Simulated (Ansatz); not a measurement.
# CH8AsNSi: one species, many methods

One table from this session's results is given with a row withheld; the runs are named, their logs left out.

Program: Ansatz 0.2.0, Gaussian basis. Level of theory: functionals in def2-TZVPP, the program's frozen cores in correlated methods. These are calculated values, not measurements.

Levels to be run: PBE-D4, r2SCAN-D4, PBE0-D4, B3LYP-D4, ωB97X-V, ωB97M-V, B2PLYP; CCSD(T)/def2-TZVPP; MP2/def2-QZVPP; extrapolation to the limit.

## The geometry

The geometry comes from an earlier relaxation with PBE0-D4 in a triple-zeta def2 set; it is a stationary point, not always the lowest conformer.

SMILES `C[AsH]N[SiH3]`, 12 atoms, charge 0, spin multiplicity 1.

Atoms are counted from 1 here; the program's logs count them from 0.

Bond lengths: C1–As2 1.962 Å, C1–H5 1.092 Å, C1–H6 1.090 Å, C1–H7 1.089 Å, As2–N3 1.855 Å, As2–H8 1.533 Å, N3–Si4 1.721 Å, N3–H9 1.008 Å, Si4–H10 1.488 Å, Si4–H11 1.492 Å, Si4–H12 1.486 Å. Angles: As2–C1–H5 108.8°, As2–C1–H6 108.3°, As2–C1–H7 111.5°, H5–C1–H6 109.0°, H5–C1–H7 109.6°, H6–C1–H7 109.6°, C1–As2–N3 99.0°, C1–As2–H8 94.5°, N3–As2–H8 97.0°, As2–N3–Si4 124.5°, As2–N3–H9 111.6°, Si4–N3–H9 117.9°, N3–Si4–H10 108.9°, N3–Si4–H11 113.8°, N3–Si4–H12 108.8°, H10–Si4–H11 108.2°, H10–Si4–H12 109.9°, H11–Si4–H12 107.2°.

The first run:

File in.yaml:

```yaml
crystal:
  periodic: [false, false, false]
  atoms:
    - {symbol: C, position_ang: [-1.556415, 1.234545, -0.041662]}
    - {symbol: As, position_ang: [-1.407581, -0.691090, 0.301677]}
    - {symbol: N, position_ang: [0.348826, -0.744458, 0.897388]}
    - {symbol: Si, position_ang: [1.728381, -0.615438, -0.123952]}
    - {symbol: H, position_ang: [-2.452764, 1.417019, -0.637961]}
    - {symbol: H, position_ang: [-1.656750, 1.746905, 0.915249]}
    - {symbol: H, position_ang: [-0.683406, 1.615170, -0.569937]}
    - {symbol: H, position_ang: [-1.120532, -1.052759, -1.160128]}
    - {symbol: H, position_ang: [0.437242, -1.284147, 1.744187]}
    - {symbol: H, position_ang: [2.950079, -0.543866, 0.722202]}
    - {symbol: H, position_ang: [1.883826, -1.757219, -1.072060]}
    - {symbol: H, position_ang: [1.605997, 0.620140, -0.941104]}
basis:
  gaussian: {orbitals: def2-TZVPP}
hamiltonian: {xc: pbe, dispersion: d4}
output: {forces: true, orbitals: {seedname: orbitals}}
```

Run with:

```bash
ansatz run in.yaml --threads 4 --pin off --events-out ev --progress --plain --max-ram 10444MiB
```

Among the steps run: PBE-D4 (GGA); r2SCAN-D4 (meta-GGA); PBE0-D4 (hybrid); B3LYP-D4 (hybrid); ωB97X-V (range-separated); ωB97M-V (range-separated); B2PLYP (double hybrid); CCSD(T) in def2-TZVPP; MP2 in def2-QZVPP.

One table of the session follows, with a row left open; its other results are not shown here.

It belongs to the step «Atomisation energies». 

| method | atomisation energy (kcal/mol) |
| --- | --- |
| PBE-D4 | 923.9 |
| r2SCAN-D4 | 914.8 |
| PBE0-D4 | ? |
| B3LYP-D4 | 923.3 |
| ωB97X-V | 927.1 |
| ωB97M-V | 920.5 |
| B2PLYP | 908.0 |
| HF/def2-TZVPP | 652.4 |
| MP2/def2-TZVPP | 892.1 |
| CCSD/def2-TZVPP | 882.3 |
| CCSD(T)/def2-TZVPP | 894.0 |
| MP2/CBS | 916.8 |
| CCSD(T)/CBS | 918.7 |

Q: Estimate the row for PBE0-D4 from the others.

**Answer.** atomisation energy (kcal/mol): 911.8. In the column «atomisation energy (kcal/mol)» it lies between B2PLYP (908.0) and r2SCAN-D4 (914.8).

Caveats from the session: Free atoms (1 C, 1 As, 1 N, 1 Si, 8 H) were run apart at each level; the atomisation energy is their sum less the molecule, without zero-point or spin-orbit terms.
